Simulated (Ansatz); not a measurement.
I need a comparison of functionals at one structure of MoS2, space group P-6m2. Use the Ansatz DFT code, driven from Python. Settings (first run): BLYP, PAW, cutoff 500 eV, 9×9×1 k-points, Methfessel-Paxton smearing of 0.15 eV. The script varies functional: blyp, pbesol, r2scan.

```yaml
crystal:
  lattice:
    - [3.18413, 0.00000, 0.00000]
    - [-1.59206, 2.75753, 0.00000]
    - [0.00000, 0.00000, 17.33460]
  atoms:
    - { symbol: Mo, position: [0.00000, 0.00000, 0.00000] }
    - { symbol: S, position: [0.33333, 0.66667, 0.08949] }
    - { symbol: S, position: [0.33333, 0.66667, 0.91051] }
```

`mos2_xc.py`
```python
'''One structure of MoS2 under several functionals.'''

import ansatz as az
import pandas as pd

config = {
    'cutoff_ev': 500,
    'smearing': 'methfessel_paxton',
    'smearing_width': 0.15,
    'k_length': 26,
}

crystal = (
    az.Lattice.of([3.184126, 0.0, 0.0], [-1.592063, 2.757534, 0.0], [0.0, 0.0, 17.3346])
    .atom('Mo', [0.0, 0.0, 0.0])
    .atom('S', [1 / 3, 2 / 3, 0.089493])
    .atom('S', [1 / 3, 2 / 3, 0.910507])
)

base = (
    crystal.calculation()
    .basis(config['cutoff_ev'])
    .occupations(config['smearing'], width=config['smearing_width'])
    .kpoints(length=config['k_length'])
    .stress()
)

rows = []
for value in ['blyp', 'pbesol', 'r2scan']:
    rep = base.functional(value).run(threads=1, backend='cpu').report
    rows.append((value, rep['free_energy_ev'] / len(rep['lattice']['sites']), rep['n_iterations'], sum(rep['stress_gpa'][i][i] for i in range(3)) / 3, rep['n_kpoints']))

table = pd.DataFrame(rows, columns=['functional', 'F/atom (eV)', 'iterations', 'P (GPa)', 'k-points'])
print(table.round(5).to_string(index=False))
```

```console
$ python mos2_xc.py
functional  F/atom (eV)  iterations  P (GPa)  k-points
      blyp  -2261.60174           8  2.84939        12
    pbesol  -2223.37484           7 -1.15404        12
    r2scan  -2260.70690           8  0.01791        12
```

From lowest to highest: PBEsol (-1.2 GPa), r2SCAN (0.0 GPa) and BLYP (2.8 GPa). At a fixed cell a lower pressure usually means a smaller equilibrium volume, so PBEsol prefers the smallest cell and BLYP the largest.

What to keep in mind:
- The run is spin-unpolarised.
- The cell holds layers, chains or clusters in vacuum, no bulk phase; its stress is averaged over the vacuum too and scales with the cell's height.
- Pressure is positive in compression.
- The structure comes from a database of computed cells and needn't be a stable or known phase.
- Total energies of different functionals can't be compared; pressures, moments and gaps at this one structure can.
- Finished in 15 s on 1 thread of Intel(R) Xeon(R) Processor @ 2.30GHz, on a shared host, peak memory 0.86 GiB.
